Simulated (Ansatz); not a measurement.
# C2H3AlCl3N: one species, many methods

The task here is to estimate one member of a computed series from the others.

Program: Ansatz 0.2.0, Gaussian basis. Level of theory: functionals in def2-TZVPP, the program's frozen cores in correlated methods. These are calculated values, not measurements.

The runs, in order: LDA (SPW92), PBE-D4, revPBE-D4, BLYP-D4, r2SCAN-D4, B97M-V, PBE0-D4, B3LYP-D4, r2SCANh-D4, r2SCAN0-D4, HSE06-D4, BHLYP-D4, CAM-B3LYP-D4, LC-ωPBE, ωB97X-V, ωB97M-V, B2PLYP, PBE-QIDH; CCSD(T)/def2-SVP; CCSD(T)/def2-TZVPP; MP2/def2-QZVPP; extrapolation to the limit; RPA on PBE.

## Structure used throughout

All runs share one geometry, relaxed beforehand with PBE0-D4 in a triple-zeta def2 set.

10 atoms, charge 0, spin multiplicity 1.

Atoms are counted from 1 here; the program's logs count them from 0.

Bond lengths: C1–C2 1.439 Å, C1–H8 1.091 Å, C1–H9 1.091 Å, C1–H10 1.091 Å, C2–N3 1.142 Å, N3–Al4 1.971 Å, Al4–Cl5 2.107 Å, Al4–Cl6 2.107 Å, Al4–Cl7 2.107 Å. Angles: C2–C1–H8 109.5°, C2–C1–H9 109.5°, C2–C1–H10 109.5°, H8–C1–H9 109.5°, H8–C1–H10 109.5°, H9–C1–H10 109.5°, C1–C2–N3 180.0°, C2–N3–Al4 179.9°, N3–Al4–Cl5 101.3°, N3–Al4–Cl6 101.3°, N3–Al4–Cl7 101.3°, Cl5–Al4–Cl6 116.2°, Cl5–Al4–Cl7 116.2°, Cl6–Al4–Cl7 116.2°.

Set-up of the first run:

in.yaml reads:

```yaml
crystal:
  periodic: [false, false, false]
  atoms:
    - {symbol: C, position_ang: [0.172711, -1.381508, 1.757079]}
    - {symbol: C, position_ang: [0.066303, -0.496303, 0.627738]}
    - {symbol: N, position_ang: [-0.018008, 0.206014, -0.268361]}
    - {symbol: Al, position_ang: [-0.161634, 1.418103, -1.816300]}
    - {symbol: Cl, position_ang: [1.868479, 1.809453, -2.224729]}
    - {symbol: Cl, position_ang: [-1.270422, 3.010571, -0.994225]}
    - {symbol: Cl, position_ang: [-1.173084, 0.197785, -3.205203]}
    - {symbol: H, position_ang: [0.020777, -2.410782, 1.427715]}
    - {symbol: H, position_ang: [1.164136, -1.284482, 2.202764]}
    - {symbol: H, position_ang: [-0.586059, -1.120151, 2.496622]}
basis:
  gaussian: {orbitals: def2-TZVPP}
hamiltonian: {xc: lda}
output: {orbitals: {seedname: orbitals}}
```

On the command line:

```console
$ ansatz run in.yaml --threads 4 --pin off --events-out ev --progress --plain --max-ram 11315MiB
```

Among the steps run: LDA; PBE-D4 (GGA); revPBE-D4 (GGA); BLYP-D4 (GGA); r2SCAN-D4 (meta-GGA); B97M-V (meta-GGA); PBE0-D4 (hybrid); B3LYP-D4 (hybrid); r2SCANh-D4 (hybrid); r2SCAN0-D4 (hybrid); HSE06-D4 (hybrid); BHLYP-D4 (hybrid); CAM-B3LYP-D4 (range-separated); LC-ωPBE (range-separated); ωB97X-V (range-separated); ωB97M-V (range-separated); B2PLYP (double hybrid); PBE-QIDH (double hybrid).

One of the session's tables, all rows but one given; the rest of the session is left out.

It belongs to the step «Orbital energies across the functionals». 

| functional | HOMO (eV) | LUMO (eV) | gap (eV) |
| --- | --- | --- | --- |
| LDA (SPW92) | -6.90 | -2.74 | 4.17 |
| PBE-D4 | -6.76 | -2.51 | 4.25 |
| revPBE-D4 | -6.71 | -2.43 | 4.28 |
| BLYP-D4 | -6.57 | -2.39 | 4.19 |
| r2SCAN-D4 | -7.12 | -2.30 | 4.82 |
| B97M-V | -7.19 | -2.17 | 5.02 |
| PBE0-D4 | -8.16 | -1.47 | 6.68 |
| B3LYP-D4 | -7.85 | -1.72 | 6.13 |
| r2SCANh-D4 | ? | ? | ? |
| r2SCAN0-D4 | -8.39 | -1.34 | 7.05 |
| HSE06-D4 | -7.75 | -1.85 | 5.90 |
| BHLYP-D4 | -9.38 | -0.31 | 9.07 |
| CAM-B3LYP-D4 | -9.50 | -0.30 | 9.20 |
| LC-ωPBE | -10.97 | 0.90 | 11.87 |
| ωB97X-V | -10.57 | 0.83 | 11.39 |
| ωB97M-V | -10.39 | 0.75 | 11.14 |

Estimate the missing values for r2SCANh-D4.

Worked estimate for «HOMO (eV)». Against the share of exact exchange, r2SCAN-D4 (0, -7.12), r2SCAN0-D4 (0.25, -8.39) give a slope of -5.08 per unit share; at 0.1 the line stands at -7.63.

**Answer.** HOMO (eV): -7.63; LUMO (eV): -1.92; gap (eV): 5.71. In «HOMO (eV)» the line misses by 0.00.
